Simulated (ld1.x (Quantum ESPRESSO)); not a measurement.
# Mo: a PAW potential and its near relatives, part 2 of 3

One potential is built and tested. Then a few of its settings are changed, to learn what that costs or gains.

ld1.x (Quantum ESPRESSO) 7.5; first potential PBE, scalar-relativistic. Step numbers count through all parts.

## (3) Configuration tests

Input file Mo.test.in:

```
 &input
   title='Mo', zed=42., rel=1, dft='PBE', iswitch=2,
   config='[Kr] 4d5 5s0.5 5p0'
 /
 &test
   file_pseudo='Mo.UPF', nconf=8,
   configts(1)='4d5 5s0.5 5p0',
   configts(2)='4d5 5s1 5p0',
   configts(3)='4d5 5s0 5p0',
   configts(4)='4d4 5s0 5p0',
   configts(5)='4d4 5s1 5p0',
   configts(6)='4d5.5 5s0.5 5p0',
   configts(7)='4d3 5s0 5p0',
   configts(8)='4d5 5s0 5p1'
 /
```

Started as:

```console
ld1.x < Mo.test.in > Mo.test.out
```

Mo.test.out, the pseudopotential blocks:

```text
     ---------------------- Testing the pseudopotential ----------------------

     Mo
     scalar relativistic calculation

     atomic number is 42.00   valence charge is  6.00
     dft =SLA  PW   PBX  PBC   lsd =0 sic =0 latt =0  beta=0.20 tr2=1.0E-14
     mesh =1229 r(mesh) = 100.71859 xmin = -7.00 dx = 0.01250

     n l     nl             e AE (Ry)        e PS (Ry)    De AE-PS (Ry)
     3 2     4D   1( 5.00)       -0.51001       -0.51001        0.00000
     1 0     5S   1( 0.50)       -0.50411       -0.50411        0.00000
     2 1     5P   1( 0.00)       -0.24675       -0.24675        0.00000

     eps = 2.4E-15  iter =  3

     Etot =   -8097.043394 Ry,   -4048.521697 Ha, -110165.887629 eV
     Etotps =  -256.023553 Ry,    -128.011777 Ha,   -3483.377899 eV

     Ekin =      41.592017 Ry,      20.796009 Ha,     565.888222 eV
     Encl =     -64.289147 Ry,     -32.144573 Ha,    -874.698404 eV
     Ehrt =      13.466315 Ry,       6.733157 Ha,     183.218544 eV
     Ecxc =    -246.792738 Ry,    -123.396369 Ha,   -3357.786261 eV
     (Ecc =     -15.222522 Ry,      -7.611261 Ha,    -207.112965 eV)

     ---------------------- End of pseudopotential test ----------------------

     ---------------------- Testing the pseudopotential ----------------------

     Mo
     scalar relativistic calculation

     atomic number is 42.00   valence charge is  6.00
     dft =SLA  PW   PBX  PBC   lsd =0 sic =0 latt =0  beta=0.20 tr2=1.0E-14
     mesh =1229 r(mesh) = 100.71859 xmin = -7.00 dx = 0.01250

     n l     nl             e AE (Ry)        e PS (Ry)    De AE-PS (Ry)
     3 2     4D   1( 5.00)       -0.27582       -0.27607        0.00024
     1 0     5S   1( 1.00)       -0.30034       -0.30018       -0.00015
     2 1     5P   1( 0.00)       -0.07669       -0.07658       -0.00011

     eps = 2.4E-16  iter =  9

     Etot =   -8097.243804 Ry,   -4048.621902 Ha, -110168.614337 eV
     Etotps =  -256.223968 Ry,    -128.111984 Ha,   -3486.104685 eV
     dEtot_ae =      -0.200409 Ry
     dEtot_ps =      -0.200415 Ry,   Delta E=       0.000006 Ry

     Ekin =      41.567984 Ry,      20.783992 Ha,     565.561229 eV
     Encl =     -65.718539 Ry,     -32.859269 Ha,    -894.146272 eV
     Ehrt =      14.839368 Ry,       7.419684 Ha,     201.899884 eV
     Ecxc =    -246.912781 Ry,    -123.456390 Ha,   -3359.419526 eV
     (Ecc =     -15.222522 Ry,      -7.611261 Ha,    -207.112965 eV)

     ---------------------- End of pseudopotential test ----------------------

     ---------------------- Testing the pseudopotential ----------------------

     Mo
     scalar relativistic calculation

     atomic number is 42.00   valence charge is  6.00
     dft =SLA  PW   PBX  PBC   lsd =0 sic =0 latt =0  beta=0.20 tr2=1.0E-14
     mesh =1229 r(mesh) = 100.71859 xmin = -7.00 dx = 0.01250

     n l     nl             e AE (Ry)        e PS (Ry)    De AE-PS (Ry)
     3 2     4D   1( 5.00)       -0.76541       -0.76529       -0.00012
     1 0     5S   1( 0.00)       -0.72238       -0.72257        0.00019
     2 1     5P   1( 0.00)       -0.43422       -0.43437        0.00015

     eps = 3.4E-17  iter =  7

     Etot =   -8096.737397 Ry,   -4048.368698 Ha, -110161.724320 eV
     Etotps =  -255.717451 Ry,    -127.858726 Ha,   -3479.213168 eV
     dEtot_ae =       0.305998 Ry
     dEtot_ps =       0.306102 Ry,   Delta E=      -0.000105 Ry

     Ekin =      41.468839 Ry,      20.734419 Ha,     564.212297 eV
     Encl =     -62.610335 Ry,     -31.305167 Ha,    -851.856999 eV
     Ehrt =      12.086125 Ry,       6.043062 Ha,     164.440104 eV
     Ecxc =    -246.662080 Ry,    -123.331040 Ha,   -3356.008571 eV
     (Ecc =     -15.222522 Ry,      -7.611261 Ha,    -207.112965 eV)

     ---------------------- End of pseudopotential test ----------------------

     ---------------------- Testing the pseudopotential ----------------------

     Mo
     scalar relativistic calculation

     atomic number is 42.00   valence charge is  6.00
     dft =SLA  PW   PBX  PBC   lsd =0 sic =0 latt =0  beta=0.20 tr2=1.0E-14
     mesh =1229 r(mesh) = 100.71859 xmin = -7.00 dx = 0.01250

     n l     nl             e AE (Ry)        e PS (Ry)    De AE-PS (Ry)
     3 2     4D   1( 4.00)       -1.53074       -1.54579        0.01505  !
     1 0     5S   1( 0.00)       -1.30116       -1.30510        0.00394
     2 1     5P   1( 0.00)       -0.93263       -0.93607        0.00344

     eps = 2.7E-16  iter = 10

     Etot =   -8095.600994 Ry,   -4047.800497 Ha, -110146.262764 eV
     Etotps =  -254.575228 Ry,    -127.287614 Ha,   -3463.672436 eV
     dEtot_ae =       1.442401 Ry
     dEtot_ps =       1.448325 Ry,   Delta E=      -0.005924 Ry

     Ekin =      38.383730 Ry,      19.191865 Ha,     522.237255 eV
     Encl =     -55.567825 Ry,     -27.783913 Ha,    -756.038779 eV
     Ehrt =       8.461788 Ry,       4.230894 Ha,     115.128486 eV
     Ecxc =    -245.852921 Ry,    -122.926461 Ha,   -3344.999397 eV
     (Ecc =     -15.222522 Ry,      -7.611261 Ha,    -207.112965 eV)

     ---------------------- End of pseudopotential test ----------------------

     ---------------------- Testing the pseudopotential ----------------------

     Mo
     scalar relativistic calculation

     atomic number is 42.00   valence charge is  6.00
     dft =SLA  PW   PBX  PBC   lsd =0 sic =0 latt =0  beta=0.20 tr2=1.0E-14
     mesh =1229 r(mesh) = 100.71859 xmin = -7.00 dx = 0.01250

     n l     nl             e AE (Ry)        e PS (Ry)    De AE-PS (Ry)
     3 2     4D   1( 4.00)       -0.93829       -0.94687        0.00858  !
     1 0     5S   1( 1.00)       -0.80656       -0.80787        0.00131
     2 1     5P   1( 0.00)       -0.49297       -0.49332        0.00036

     eps = 5.8E-16  iter =  9

     Etot =   -8096.651146 Ry,   -4048.325573 Ha, -110160.550817 eV
     Etotps =  -255.627992 Ry,    -127.813996 Ha,   -3477.996012 eV
     dEtot_ae =       0.392248 Ry
     dEtot_ps =       0.395561 Ry,   Delta E=      -0.003313 Ry

     Ekin =      39.704810 Ry,      19.852405 Ha,     540.211462 eV
     Encl =     -60.299744 Ry,     -30.149872 Ha,    -820.419807 eV
     Ehrt =      11.205676 Ry,       5.602838 Ha,     152.460994 eV
     Ecxc =    -246.238735 Ry,    -123.119367 Ha,   -3350.248660 eV
     (Ecc =     -15.222522 Ry,      -7.611261 Ha,    -207.112965 eV)

     ---------------------- End of pseudopotential test ----------------------

     ---------------------- Testing the pseudopotential ----------------------

     Mo
     scalar relativistic calculation

     atomic number is 42.00   valence charge is  6.00
     dft =SLA  PW   PBX  PBC   lsd =0 sic =0 latt =0  beta=0.20 tr2=1.0E-14
     mesh =1229 r(mesh) = 100.71859 xmin = -7.00 dx = 0.01250

     n l     nl             e AE (Ry)        e PS (Ry)    De AE-PS (Ry)
     3 2     4D   1( 5.50)       -0.21805       -0.21727       -0.00078
     1 0     5S   1( 0.50)       -0.27516       -0.27565        0.00048
     2 1     5P   1( 0.00)       -0.06482       -0.06524        0.00043

     eps = 5.4E-15  iter = 11

     Etot =   -8097.223237 Ry,   -4048.611618 Ha, -110168.334509 eV
     Etotps =  -256.203089 Ry,    -128.101544 Ha,   -3485.820599 eV
     dEtot_ae =      -0.179842 Ry
     dEtot_ps =      -0.179535 Ry,   Delta E=      -0.000307 Ry

     Ekin =      42.050255 Ry,      21.025127 Ha,     572.122864 eV
     Encl =     -66.378312 Ry,     -33.189156 Ha,    -903.122949 eV
     Ehrt =      15.172796 Ry,       7.586398 Ha,     206.436403 eV
     Ecxc =    -247.047827 Ry,    -123.523913 Ha,   -3361.256918 eV
     (Ecc =     -15.222522 Ry,      -7.611261 Ha,    -207.112965 eV)

     ---------------------- End of pseudopotential test ----------------------

     ---------------------- Testing the pseudopotential ----------------------

     Mo
     scalar relativistic calculation

     atomic number is 42.00   valence charge is  6.00
     dft =SLA  PW   PBX  PBC   lsd =0 sic =0 latt =0  beta=0.20 tr2=1.0E-14
     mesh =1229 r(mesh) = 100.71859 xmin = -7.00 dx = 0.01250

     n l     nl             e AE (Ry)        e PS (Ry)    De AE-PS (Ry)
     3 2     4D   1( 3.00)       -2.41857       -2.47088        0.05231  !
     1 0     5S   1( 0.00)       -1.96231       -1.98213        0.01982  !
     2 1     5P   1( 0.00)       -1.51918       -1.53869        0.01951  !

     eps = 5.7E-15  iter =  9

     Etot =   -8093.635334 Ry,   -4046.817667 Ha, -110119.518600 eV
     Etotps =  -252.577805 Ry,    -126.288902 Ha,   -3436.496099 eV
     dEtot_ae =       3.408061 Ry
     dEtot_ps =       3.445749 Ry,   Delta E=      -0.037688 Ry

     Ekin =      32.750716 Ry,      16.375358 Ha,     445.596193 eV
     Encl =     -45.680008 Ry,     -22.840004 Ha,    -621.508172 eV
     Ehrt =       5.119348 Ry,       2.559674 Ha,      69.652276 eV
     Ecxc =    -244.767860 Ry,    -122.383930 Ha,   -3330.236396 eV
     (Ecc =     -15.222522 Ry,      -7.611261 Ha,    -207.112965 eV)

     ---------------------- End of pseudopotential test ----------------------

     ---------------------- Testing the pseudopotential ----------------------

     Mo
     scalar relativistic calculation

     atomic number is 42.00   valence charge is  6.00
     dft =SLA  PW   PBX  PBC   lsd =0 sic =0 latt =0  beta=0.20 tr2=1.0E-14
     mesh =1229 r(mesh) = 100.71859 xmin = -7.00 dx = 0.01250

     n l     nl             e AE (Ry)        e PS (Ry)    De AE-PS (Ry)
     3 2     4D   1( 5.00)       -0.36978       -0.37021        0.00043
     1 0     5S   1( 0.00)       -0.36632       -0.36630       -0.00002
     2 1     5P   1( 1.00)       -0.12816       -0.12811       -0.00004

     eps = 6.1E-15  iter =  7

     Etot =   -8097.013001 Ry,   -4048.506501 Ha, -110165.474109 eV
     Etotps =  -255.993144 Ry,    -127.996572 Ha,   -3482.964157 eV
     dEtot_ae =       0.030393 Ry
     dEtot_ps =       0.030410 Ry,   Delta E=      -0.000016 Ry

     Ekin =      41.498998 Ry,      20.749499 Ha,     564.622625 eV
     Encl =     -64.929849 Ry,     -32.464925 Ha,    -883.415601 eV
     Ehrt =      14.274006 Ry,       7.137003 Ha,     194.207741 eV
     Ecxc =    -246.836298 Ry,    -123.418149 Ha,   -3358.378922 eV
     (Ecc =     -15.222522 Ry,      -7.611261 Ha,    -207.112965 eV)

     ---------------------- End of pseudopotential test ----------------------
```

Energies count from the reference configuration 4d5 5s0.5 5p0; the error is all-electron less pseudo.

```tsv
valence configuration	charge	ΔE all-electron (eV)	error AE − PS (meV)
4d5 5s1 5p0	0	-2.727	+0.1
4d5 5s0 5p0	+1	4.163	-1.4
4d4 5s0 5p0	+2	19.625	-81
4d4 5s1 5p0	+1	5.337	-45
4d5.5 5s0.5 5p0	0	-2.447	-4.2
4d3 5s0 5p0	+3	46.369	-513
4d5 5s0 5p1	0	0.414	-0.2
```

## (4) Scattering by logarithmic derivatives

Taken from the files of the generation run. The phase is arctan(r·u′/u) with u = r·R, unwrapped, with energies in Ry. A pole is an energy at which the radial function vanishes at the test radius. The pseudo phase is shifted by a multiple of π to meet the all-electron one at the reference energy. Levels narrower than the energy grid can be missing from the poles. The last column is the largest difference on the grid between −1 and +1 Ry.

```tsv
channel	radius (bohr)	reference (Ry)	poles AE	poles PS	window around the reference with phases within 0.05 rad (Ry)	largest difference near zero (rad)
s	3.06	-0.50	1.09	1.09, 4.18	below 3.1	0.000
p	3.06	-0.25	2.06	2.04, 4.60	-2.9 to 3.8	0.009
d	3.06	-0.51	-0.25, 3.92	-0.25, 4.02	the whole range	0.000
```

Phases (rad) along the scan:

```csv
E (Ry),p AE,p PS,s AE,s PS
-3.00,1.478,1.364,1.343,1.342
-2.52,1.359,1.341,1.310,1.310
-2.04,1.319,1.309,1.260,1.259
-1.56,1.267,1.261,1.168,1.167
-1.08,1.182,1.178,0.946,0.946
-0.60,1.000,0.999,0.088,0.088
-0.12,0.423,0.423,-1.095,-1.095
0.36,-0.819,-0.828,-1.408,-1.408
0.84,-1.291,-1.297,-1.530,-1.530
1.32,-1.453,-1.457,-1.603,-1.603
1.80,-1.538,-1.540,-1.661,-1.662
2.28,-1.596,-1.597,-1.722,-1.725
2.76,-1.646,-1.646,-1.804,-1.820
3.24,-1.699,-1.701,-1.953,-2.063
3.72,-1.768,-1.802,-2.381,-3.873
4.20,-1.888,-3.263,-3.676,-4.729
4.68,-2.200,-4.747,-4.302,-5.346
```

## (5) Cutoff and ghost test in a Bessel basis

A separate test, outside the generator: the pseudo-atom's Hamiltonian at the reference potential is diagonalised in spherical Bessel functions j_l(qr) that vanish at 20 bohr, with q² up to the cutoff.

All-electron valence levels (Ry): 5s -0.5041, 5p -0.2467, 4d -0.5100. The lowest levels of each channel (Ry) by cutoff; the last column sums, over occupied levels, occupation times the distance from the level at 400 Ry. A positive value at high cutoff is not a bound level.

```csv
cutoff (Ry),s #1,p #1,d #1,f #1,Σ f·Δε (mRy)
8,-0.5043,-0.2469,-0.4511,0.0284,295.5
12,-0.5044,-0.2469,-0.5041,0.0284,30.1
15,-0.5044,-0.2469,-0.5090,0.0284,5.5
21,-0.5044,-0.2469,-0.5099,0.0284,1.3
25,-0.5044,-0.2469,-0.5100,0.0284,0.6
35,-0.5044,-0.2469,-0.5101,0.0284,0.2
400,-0.5044,-0.2469,-0.5101,0.0284,0.0
```

The sum stays within 10 mRy from 15 Ry and within 1 mRy from 25 Ry. The sum leaves out empty levels, which can need more. Ghost test: no level below the all-electron spectrum of its channel (s, p, d, f tested).

[end of part 2 of 3]
